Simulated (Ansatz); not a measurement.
# ZrSnSe3: the cost of one run

Computed with Ansatz 0.2.0 (DFT PBE, scalar-relativistic, plane waves, PAW, unless a step's input says otherwise).

### 1 The system as given

Symmetry: Pm-3m, No. 221, cubic system. The conventional cell has a = 5.400 Å, b = 5.400 Å, c = 5.400 Å, α = 90.00°, β = 90.00°, γ = 90.00°. Sn (site symmetry m-3m) has 12 Se at 3.82 Å as nearest neighbours. Zr (site symmetry m-3m) is surrounded by 6 Se at 2.70 Å. Se (site symmetry 4/mmm) is surrounded by 2 Zr at 2.70 Å and 4 Sn at 3.82 Å.

Structure file:

```cif
data_structure
_symmetry_space_group_name_H-M 'Pm-3m'
_symmetry_Int_Tables_number 221
_cell_length_a 5.4000
_cell_length_b 5.4000
_cell_length_c 5.4000
_cell_angle_alpha 90.000
_cell_angle_beta 90.000
_cell_angle_gamma 90.000
_cell_volume 157.46
loop_
_atom_site_label
_atom_site_type_symbol
_atom_site_symmetry_multiplicity
_atom_site_Wyckoff_symbol
_atom_site_fract_x
_atom_site_fract_y
_atom_site_fract_z
_atom_site_occupancy
Sn1 Sn 1 a 0.00000 0.00000 0.00000 1
Zr1 Zr 1 b 0.50000 0.50000 0.50000 1
Se1 Se 3 c 0.50000 0.50000 0.00000 1
```

The cell was made up by rule, so the compound may not exist in this form.

The cell is the ideal cubic perovskite prototype; whether it is the stable structure of this composition wasn't checked.

### 2 Coarse point 1 of the search for the rest volume

Input file input.yaml:

```yaml
crystal:
  lattice:
    - [5.4, 0.0, 0.0]
    - [0.0, 5.4, 0.0]
    - [0.0, 0.0, 5.4]
  atoms:
    - { symbol: Sn, position: [0.0, 0.0, 0.0] }
    - { symbol: Zr, position: [0.5, 0.5, 0.5] }
    - { symbol: Se, position: [0.5, 0.5, 0.0] }
    - { symbol: Se, position: [0.5, 0.0, 0.5] }
    - { symbol: Se, position: [0.0, 0.5, 0.5] }
basis:
  ecutwfc: 420
kpoints:
  mp_grid: { grid: [4, 4, 4] }
hamiltonian:
  xc: pbe
scf:
  occupations: { method: gaussian, width: 0.05 }
output:
  forces: true
  stress: true
  eigenvalues: true
```

Launch:

```
$ ansatz run input.yaml --threads 1 --pin off --max-ram 1228MiB --backend cpu --events-out ev --progress --plain --runs-dir out
```

Q: Estimate wall time and peak memory on 1 thread of an Arm CPU, shared host.

About 12 s, with a peak of 0.45 GiB.
